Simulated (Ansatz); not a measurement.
# Ta3AsAu2O13 (P1) in Ansatz: notebook, part 2 of 2

Ansatz 0.2.0. The steps go on from the part before.

### 3 Projected density of states, PBE+U

The input, input:

```
crystal:
  lattice:
    - [5.72385, -0.00745, -0.00403]
    - [1.30279, 6.25499, 0.00561]
    - [0.27574, 1.30074, 8.36754]
  atoms:
    - { symbol: Ta, position: [0.21713, 0.30521, 0.58431] }
    - { symbol: Ta, position: [0.03325, 0.11123, 0.99855] }
    - { symbol: Ta, position: [0.58248, 0.62145, 0.50482] }
    - { symbol: As, position: [0.58707, 0.89691, 0.83049] }
    - { symbol: Au, position: [0.58004, 0.09228, 0.18613] }
    - { symbol: Au, position: [0.04485, 0.82077, 0.44682] }
    - { symbol: O, position: [0.66201, 0.69726, 0.71088] }
    - { symbol: O, position: [0.51632, 0.13418, 0.69625] }
    - { symbol: O, position: [0.85098, 0.88773, 0.91932] }
    - { symbol: O, position: [0.34466, 0.87003, 0.94651] }
    - { symbol: O, position: [0.73015, 0.2924, 0.03095] }
    - { symbol: O, position: [0.24622, 0.21809, 0.11075] }
    - { symbol: O, position: [0.129, 0.09398, 0.49104] }
    - { symbol: O, position: [0.48032, 0.38887, 0.43499] }
    - { symbol: O, position: [0.05966, 0.26685, 0.78594] }
    - { symbol: O, position: [0.9333, 0.5324, 0.45645] }
    - { symbol: O, position: [0.49975, 0.85161, 0.34971] }
    - { symbol: O, position: [0.25256, 0.62988, 0.62473] }
    - { symbol: O, position: [0.91878, 0.95175, 0.22636] }
hamiltonian:
  xc: pbe
  pseudopotentials: { kind: paw }
  hubbard:
    sites:
      - { species: Au, l: d, u_eff: 6.0 }
      - { species: Ta, l: d, u_eff: 6.0 }
kpoints:
  mp_grid: { grid: [5, 5, 4] }
scf:
  occupations: { method: fermi_dirac, width: 0.05 }
  n_extra_bands: 47
output:
  forces: true
  stress: true
  eigenvalues: true
  dos: { projected: true, de: 0.05, nscf_kmesh: { grid: [8, 8, 6] } }
```

Potentials or basis: Ansatz PAW.

The program printed:

```text
Ta: projections on atomic orbitals take those of the free atom [Kr 4d10 4f14] 5s2 5p6 5d3 6s2, of charge +0.00 (hamiltonian.pseudopotentials.projection_atoms); the dataset's partial waves leave at most 6.0e-5 of an orbital's norm unspanned inside its sphere
As: projections on atomic orbitals take those of the free atom [Ar] 3d10 4s2 4p3, of charge +0.00 (hamiltonian.pseudopotentials.projection_atoms); the dataset's partial waves leave at most 1.7e-6 of an orbital's norm unspanned inside its sphere
[... 110 lines left out ...]
  k-point 50: bands = ["-99.4384", "-98.9225", "-63.3281", "-63.3136", "-62.9995", "-51.1393", "-51.1142", "-50.6718", "-50.6177", "-50.3619", "-49.7681", "-30.6782", "-30.6514", "-30.6189", "-30.5675", "-30.5460", "-30.0558", "-29.9488", "-29.8447", "-29.8259", "-29.7786", "-29.7183", "-29.5707", "-29.4557", "-29.3887", "-13.8930", "-12.5232", "-12.1211", "-12.0641", "-11.9236", "-11.7613", "-11.6828", "-11.5201", "-11.2368", "-11.1362", "-10.8025", "-10.7231", "-10.5700", "-3.2933", "-1.8274", "-1.6433", "-1.3048", "-1.2040", "-1.0290", "-0.7384", "-0.6637", "-0.4155", "-0.2556", "-0.1273", "-0.0896", "0.3217", "0.5719", "0.8433", "1.0298", "1.3241", "1.5238", "1.8152", "1.9550", "2.1058", "2.1532", "2.3179", "2.5444", "2.6212", "2.8901", "3.0526", "3.0752", "3.2176", "3.3217", "3.4641", "3.5824", "3.7388", "3.9073", "4.0096", "4.1671", "4.2341", "4.3505", "4.4197", "4.5070", "4.5915", "4.6944", "4.8660", "4.9615", "5.0165", "5.3481", "5.5249", "7.1750", "8.0534", "9.6624", "9.9470", "10.1450", "10.3501", "10.4973", "10.6377", "10.8492", "11.1204", "11.2492", "11.5374", "11.6810", "12.0181", "12.4258", "12.6921", "13.0065", "13.3406", "13.5663", "13.8454", "14.1251", "14.3660", "14.6428", "15.0237", "15.1342", "15.4637", "15.6439", "15.8055", "16.0027", "16.5537", "16.8917", "17.1928", "17.6218", "18.0753", "18.2012", "18.4411", "18.7081", "18.8738", "19.3107", "19.3846", "19.5896", "19.8629", "20.1109", "20.4028", "20.8350", "20.9520", "21.1231"]
Occupation matrices written to <dir>
```

dos.tsv:

```text
# E-E_F[eV]	g_bin_mean(E)[states/eV]	N(E)
# format = ansatz-dos/2
# fermi_ev = 6.326538
# fermi_mp_grid = 8 8 6
# fermi_mp_shift = 0 0 0
# nscf_kmesh_grid = 8 8 6
# nscf_kmesh_shift = 0 0 0
# g_bin_mean(E): the states in a bin one row spacing wide, centred on E, divided by that spacing. States that the method places at a single energy (under output.dos.method: tetrahedron, those of a tetrahedron whose four corners have one energy) are counted whole in the row whose bin holds that energy (on the edge of two bins, in the lower row). The sum of g_bin_mean over a run of rows, times the row spacing, is the number of states from half a spacing under the first of them to half a spacing over the last (a plain sum, not the trapezoid rule).
-106.265037	0.000000e0	0.000000e0
-106.215037	0.000000e0	0.000000e0
-106.165037	0.000000e0	0.000000e0
-106.115037	0.000000e0	0.000000e0
-106.065037	0.000000e0	0.000000e0
-106.015037	0.000000e0	0.000000e0
[... 2431 lines left out ...]
15.584963	0.000000e0	2.640000e2
15.634963	0.000000e0	2.640000e2
```

occupation_matrices:

```text
# The occupation matrices of the corrected shells as a run of Ansatz 0.0.0 ended. An entry of
# hamiltonian.hubbard.sites starts from them by `starting_ns: <path of this file>`, where that key's refused
# combinations let it.
# Free energy -68306.025725 eV.
[... 68 lines left out ...]
  site5_d:
    matrix:
      - [0.8637055479259789, 0.07026046559698447, -0.08988797831226467, -0.05720788449308372, 0.12512183346055328]
      - [0.07026046559698447, 0.9469486366562632, 0.05406181919343426, 0.021489422761202526, -0.05936774490508527]
      - [-0.08988797831226467, 0.05406181919343426, 0.9290199619113686, -0.034509463401146266, 0.08243328115977491]
      - [-0.05720788449308372, 0.021489422761202526, -0.034509463401146266, 0.9574623590915882, 0.06585924670973196]
      - [0.12512183346055328, -0.05936774490508527, 0.08243328115977491, 0.06585924670973196, 0.8626556079717869]
```

Run time: 38 s. Hardware: 1 × NVIDIA H100 80GB HBM3 with 2 threads of AMD EPYC 7R13 (Zen 3), shared host; peak memory 3.7 GiB.

Results:

```yaml
Free_energy: -68306.0257 eV
Pressure: 2.3 GPa
Largest_force: 0.354 eV/Å
Band_gap_on_the_k_mesh: 1.45 eV, direct
```

Forces on the atoms (eV/Å):
```
Ta  -0.178 -0.027 -0.040
Ta   0.297 -0.081  0.068
Ta   0.019 -0.025 -0.067
As  -0.021 -0.005 -0.041
Au  -0.123  0.110  0.081
Au   0.047  0.140 -0.005
O    0.130  0.139  0.229
O    0.252 -0.135  0.152
O   -0.166 -0.083 -0.043
O    0.179 -0.145 -0.067
O   -0.153  0.276 -0.161
O   -0.127  0.237  0.047
O   -0.058  0.057 -0.111
O   -0.078 -0.069  0.034
O   -0.101  0.095 -0.061
O   -0.028 -0.166 -0.060
O   -0.224 -0.107  0.157
O    0.137 -0.122  0.130
O    0.196 -0.089 -0.243
```

Stress tensor (GPa, compression positive):
```
 3.10  0.27  0.10
 0.27  2.01 -0.47
 0.10 -0.47  1.69
```

Levels at points of the mesh, in eV from the valence-band top:
```csv
k point,band 83,band 84,band 85,band 86,band 87,band 88
"(0.00, 0.00, 0.00)",-0.58,-0.19,-0.01,1.62,2.65,3.36
"(0.00, 0.00, -0.50)",-0.56,-0.28,-0.01,1.60,2.67,3.50
```

States per cell in windows of 1 eV (zero at the valence-band top; states under -8 eV left out):
```
from (eV)  total   O 2p  Ta 5d  Au 5d  O 2s  As 4p  Au 6s
     -8.0   4.00   1.10   0.10   2.66  0.04   0.00   0.03
     -7.0  11.16   3.18   0.41   7.08  0.17   0.09   0.07
     -6.0   9.65   4.16   0.55   3.82  0.22   0.64   0.03
     -5.0   9.16   5.67   1.30   1.20  0.19   0.19   0.32
     -4.0  11.88   8.67   1.52   0.79  0.25   0.08   0.24
     -3.0  14.20  11.33   1.32   0.76  0.22   0.07   0.17
     -2.0  18.14  15.89   0.88   0.70  0.19   0.09   0.07
     -1.0  13.80  12.54   0.31   0.64  0.09   0.02   0.02
      0.0   0.00   0.00   0.00   0.00  0.00   0.00   0.00
      1.0   2.00   0.97   0.14   0.72  0.11   0.00   0.00
      2.0   2.00   0.91   0.18   0.71  0.12   0.00   0.01
      3.0   1.32   0.34   0.37   0.01  0.13   0.01   0.04
      4.0   9.09   1.59   5.92   0.06  0.24   0.11   0.34
      5.0   9.34   2.01   5.26   0.07  0.33   0.16   0.40
      6.0   6.23   1.36   2.58   0.05  0.39   0.40   0.41
      7.0   6.63   1.18   1.64   0.04  0.50   0.95   0.52
```

Eigenvalues of the final occupation matrices:
```csv
site,spin,trace,eigenvalues
site 1,1,1.33,0.19 0.23 0.27 0.30 0.33
site 2,1,1.31,0.17 0.24 0.25 0.32 0.33
site 3,1,1.35,0.21 0.24 0.29 0.30 0.32
site 4,1,4.54,0.60 0.96 0.99 0.99 0.99
site 5,1,4.56,0.62 0.96 0.99 0.99 0.99
```

Caveat: odd divisions of the mesh miss points on the zone boundary, where band edges often lie, so the gap on the mesh can be too wide; the pressure holds a Pulay correction of +0.5 GPa for the finite cutoff; spin-orbit coupling is left out, which moves the levels of the heavy elements. A k mesh can miss the band edges.

### 4 Projected density of states, PBE+U

input: that of step 3 with these lines changed.

```diff
@@ -30,4 +30,4 @@
     sites:
-      - { species: Au, l: d, u_eff: 6.0 }
-      - { species: Ta, l: d, u_eff: 6.0 }
+      - { species: Au, l: d, u_eff: 8.0 }
+      - { species: Ta, l: d, u_eff: 8.0 }
 kpoints:
```

Potentials or basis: Ansatz PAW.

The program printed:

```text
Ta: projections on atomic orbitals take those of the free atom [Kr 4d10 4f14] 5s2 5p6 5d3 6s2, of charge +0.00 (hamiltonian.pseudopotentials.projection_atoms); the dataset's partial waves leave at most 6.0e-5 of an orbital's norm unspanned inside its sphere
As: projections on atomic orbitals take those of the free atom [Ar] 3d10 4s2 4p3, of charge +0.00 (hamiltonian.pseudopotentials.projection_atoms); the dataset's partial waves leave at most 1.7e-6 of an orbital's norm unspanned inside its sphere
[... 110 lines left out ...]
  k-point 50: bands = ["-99.2368", "-98.7068", "-63.6850", "-63.6771", "-63.3663", "-50.9387", "-50.9189", "-50.4598", "-50.4041", "-50.1816", "-49.5701", "-30.6486", "-30.6214", "-30.5887", "-30.5375", "-30.5159", "-30.3711", "-30.2728", "-30.1785", "-30.1555", "-30.1164", "-30.0437", "-29.9135", "-29.7891", "-29.7126", "-13.8567", "-12.5047", "-12.0918", "-12.0304", "-11.8879", "-11.7165", "-11.6411", "-11.4408", "-11.1598", "-11.0453", "-10.7375", "-10.6446", "-10.4742", "-3.2801", "-2.4273", "-2.1281", "-1.9064", "-1.7143", "-1.5544", "-1.2228", "-1.0856", "-0.9329", "-0.6399", "-0.3442", "-0.2229", "0.3067", "0.5603", "0.8515", "0.9861", "1.2574", "1.5276", "1.7619", "2.0136", "2.1145", "2.2277", "2.3869", "2.6169", "2.6646", "2.9380", "3.1034", "3.1249", "3.2658", "3.3873", "3.4921", "3.6273", "3.7714", "3.9439", "4.0392", "4.2005", "4.2821", "4.3905", "4.4740", "4.5557", "4.6391", "4.7313", "4.8994", "4.9800", "5.0545", "5.3994", "5.5597", "7.1795", "8.1134", "9.7921", "10.3370", "10.3882", "10.6419", "10.7164", "10.9380", "11.1032", "11.2739", "11.4656", "11.6633", "11.8441", "12.1607", "12.5007", "12.7511", "13.0828", "13.4021", "13.6399", "13.8917", "14.1821", "14.4264", "14.7040", "15.0683", "15.1786", "15.4942", "15.6780", "15.8585", "16.0457", "16.5862", "16.9184", "17.2211", "17.6394", "18.0727", "18.2029", "18.4557", "18.7162", "18.8819", "19.3266", "19.3988", "19.5842", "19.8821", "20.1131", "20.4048", "20.8425", "20.9620", "21.1370"]
Occupation matrices written to <dir>
```

It took 37 s on 1 × NVIDIA H100 80GB HBM3 with 2 threads of AMD EPYC 7R13 (Zen 3), shared host; peak memory 3.7 GiB.

Results:

```
Free energy            : -68299.1630 eV
Pressure               : 3.2 GPa
Largest force          : 0.508 eV/Å
Band gap on the k mesh : 1.41 eV, direct
```

Forces on the atoms (eV/Å):
```
Ta  -0.230 -0.011 -0.070
Ta   0.400 -0.162  0.076
Ta   0.032 -0.024 -0.077
As  -0.024 -0.011 -0.066
Au  -0.179  0.135  0.112
Au   0.067  0.210 -0.009
O    0.184  0.196  0.340
O    0.355 -0.194  0.221
O   -0.234 -0.119 -0.066
O    0.242 -0.198 -0.091
O   -0.242  0.399 -0.201
O   -0.115  0.342  0.095
O   -0.109  0.028 -0.169
O   -0.109 -0.116  0.034
O   -0.150  0.137 -0.077
O   -0.013 -0.236 -0.088
O   -0.300 -0.089  0.154
O    0.177 -0.164  0.189
O    0.247 -0.122 -0.308
```

Levels at points of the mesh, in eV from the valence-band top:
| k point | band 82 | band 83 | band 84 | band 85 | band 86 | band 87 | band 88 | band 89 |
| --- | --- | --- | --- | --- | --- | --- | --- | --- |
| (0.00, 0.00, 0.00) | -0.67 | -0.59 | -0.19 | 0.00 | 1.57 | 2.66 | 3.40 | 4.57 |
| (0.00, 0.00, -0.50) | -0.67 | -0.58 | -0.28 | -0.01 | 1.56 | 2.67 | 3.56 | 4.42 |

States per cell in windows of 1 eV (zero at the valence-band top; states under -8 eV left out):
```csv
from (eV),total,O 2p,Ta 5d,Au 5d,O 2s,As 4p,Au 6s
-8.0,8.00,1.52,0.16,6.09,0.11,0.01,0.03
-7.0,8.00,1.67,0.19,5.89,0.12,0.03,0.02
-6.0,7.34,4.32,0.54,1.20,0.23,0.74,0.06
-5.0,8.66,5.57,1.24,0.83,0.17,0.14,0.40
-4.0,11.42,8.60,1.44,0.52,0.25,0.08,0.21
-3.0,14.23,11.62,1.30,0.53,0.22,0.07,0.15
-2.0,17.93,15.86,0.89,0.52,0.19,0.09,0.06
-1.0,13.59,12.50,0.32,0.45,0.09,0.02,0.02
0.0,0.83,0.76,0.01,0.04,0.00,0.00,0.00
1.0,2.00,0.99,0.13,0.71,0.11,0.00,0.00
2.0,2.00,0.93,0.16,0.70,0.12,0.00,0.01
3.0,0.98,0.26,0.22,0.01,0.11,0.01,0.03
4.0,5.77,0.94,3.41,0.04,0.24,0.09,0.31
5.0,11.31,2.12,7.02,0.07,0.31,0.19,0.40
6.0,7.73,1.66,3.48,0.05,0.43,0.43,0.44
7.0,6.36,1.13,1.63,0.03,0.48,0.87,0.51
```

Eigenvalues of the final occupation matrices:
| site | spin | trace | eigenvalues |
| --- | --- | --- | --- |
| site 1 | 1 | 1.28 | 0.18 0.22 0.26 0.30 0.32 |
| site 2 | 1 | 1.26 | 0.15 0.23 0.24 0.31 0.33 |
| site 3 | 1 | 1.30 | 0.19 0.22 0.28 0.30 0.31 |
| site 4 | 1 | 4.55 | 0.60 0.97 0.99 1.00 1.00 |
| site 5 | 1 | 4.58 | 0.62 0.97 0.99 0.99 1.00 |

Caveat: odd divisions of the mesh miss points on the zone boundary, where band edges often lie, so the gap on the mesh can be too wide; the pressure holds a Pulay correction of +0.5 GPa for the finite cutoff; spin-orbit coupling is left out, which moves the levels of the heavy elements. A k mesh can miss the band edges.

### 5 Summary

| U | gap on the mesh (eV) | pressure (GPa) | largest force (eV/Å) |
| --- | --- | --- | --- |
| Au d U = 4 eV, Ta d U = 4 eV | 1.46 | 1.4 | 0.23 |
| Au d U = 6 eV, Ta d U = 6 eV | 1.45 | 2.3 | 0.35 |
| Au d U = 8 eV, Ta d U = 8 eV | 1.41 | 3.2 | 0.51 |

Alike in all rows: task projected density of states; level PBE+U; potentials or basis Ansatz PAW; no spin polarisation; cell as given; k mesh 5 × 5 × 4; cutoff (eV) 420; smearing fermi-dirac 0.05 eV.

On the cell as given the gap runs from 1.41 eV (PBE+U) to 1.46 eV (PBE+U).

Caveats: odd divisions of the mesh miss points on the zone boundary, where band edges often lie, so the gap on the mesh can be too wide; spin-orbit coupling is left out, which moves the levels of the heavy elements.

Total energies depend on the potentials used, so only differences within one code and one set of settings carry meaning.
